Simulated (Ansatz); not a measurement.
# H14CO8: the cost of one run

Method: DFT r2SCAN+D3(BJ), plane waves, PAW, scalar-relativistic, no spin polarisation, in Ansatz 0.2.0.

## (1) The system as given

The cell holds 23 atoms (CH14O8): a = 6.240 Å, b = 6.240 Å, c = 6.240 Å, α = 90.00°, β = 90.00°, γ = 90.00°.

As a file:

```xyz
23
Lattice="6.2403 0.0000 0.0000 0.0000 6.2403 0.0000 0.0000 0.0000 6.2403" Properties=species:S:1:pos:R:3 pbc="T T T"
O     3.0377    2.1581    5.1311
H     3.9535    2.2320    4.8245
H     3.0865    1.5284    5.8654
O     5.4409    5.3071    2.3087
H     5.4601    6.1370    2.8077
H     5.5409    4.6233    2.9874
O     3.6922    2.5761    2.7864
H     4.1907    3.4030    2.8630
H     3.9451    2.2296    1.9181
O     1.8645    3.8725    1.2743
H     1.8647    2.9581    0.9551
H     1.6041    3.7960    2.2041
O     5.3733    3.5300    5.7050
H     5.7757    4.3903    5.5150
H     6.0333    2.8901    5.4002
O     1.1014    0.9699    3.8452
H     0.9421    1.1369    4.7859
H     0.2318    1.0891    3.4356
O     0.8678    0.4725    1.2461
C     2.1819    0.7328    1.4164
O     3.0863   -0.0136    1.1080
H     0.8186   -0.4162    0.8354
H     2.3011    1.7210    1.8755
```

## (2) Preparing the start

Contents of input.yaml:

```yaml
accuracy: low
crystal:
  lattice:
    - [6.240251, 0.0, 0.0]
    - [0.0, 6.240251, 0.0]
    - [0.0, 0.0, 6.240251]
  atoms:
    - { symbol: O, position: [0.4867926, 0.345833, 0.8222511] }
    - { symbol: H, position: [0.6335495, 0.357681, 0.7731292] }
    - { symbol: H, position: [0.4946135, 0.244921, 0.9399224] }
    - { symbol: O, position: [0.8719033, 0.850457, 0.3699759] }
    - { symbol: H, position: [0.874987, 0.9834543, 0.4499329] }
    - { symbol: H, position: [0.8879262, 0.7408822, 0.4787304] }
    - { symbol: O, position: [0.5916704, 0.4128245, 0.4465216] }
    - { symbol: H, position: [0.6715565, 0.5453333, 0.4587911] }
    - { symbol: H, position: [0.6322084, 0.3572872, 0.3073698] }
    - { symbol: O, position: [0.2987828, 0.6205707, 0.2042122] }
    - { symbol: H, position: [0.2988209, 0.4740317, 0.1530533] }
    - { symbol: H, position: [0.2570493, 0.6083155, 0.3532057] }
    - { symbol: O, position: [0.8610649, 0.5656859, 0.9142249] }
    - { symbol: H, position: [0.9255615, 0.7035397, 0.8837709] }
    - { symbol: H, position: [0.9668405, 0.4631315, 0.8653882] }
    - { symbol: O, position: [0.1764971, 0.1554343, 0.6161933] }
    - { symbol: H, position: [0.1509731, 0.1821838, 0.7669379] }
    - { symbol: H, position: [0.0371518, 0.1745301, 0.5505491] }
    - { symbol: O, position: [0.139059, 0.0757176, 0.1996798] }
    - { symbol: C, position: [0.3496569, 0.1174234, 0.2269742] }
    - { symbol: O, position: [0.4945819, -0.002173, 0.1775558] }
    - { symbol: H, position: [0.1311822, -0.0666994, 0.1338789] }
    - { symbol: H, position: [0.3687566, 0.2757932, 0.3005442] }
basis:
  ecutwfc: 500.0
kpoints:
  mp_grid: { grid: [1, 1, 1] }
hamiltonian:
  xc: r2scan
  dispersion: d3bj
scf:
  occupations: { method: fermi_dirac, width: 0.05 }
  lower_state_search: "off"
relax:
  f_tol: 0.3
  max_steps: 15
  adjacent_minimum: "off"
```

The run is started by

```console
$ ansatz run input.yaml --threads 1 --pin off --max-ram 3072MiB --backend cpu --events-out ev --progress --plain --runs-dir out
```

**Question.** How long does this run take on 1 thread of Intel Xeon 6975P-C (Granite Rapids), shared host, and how much memory does it need?

About 77 s, with a peak of 0.59 GiB.
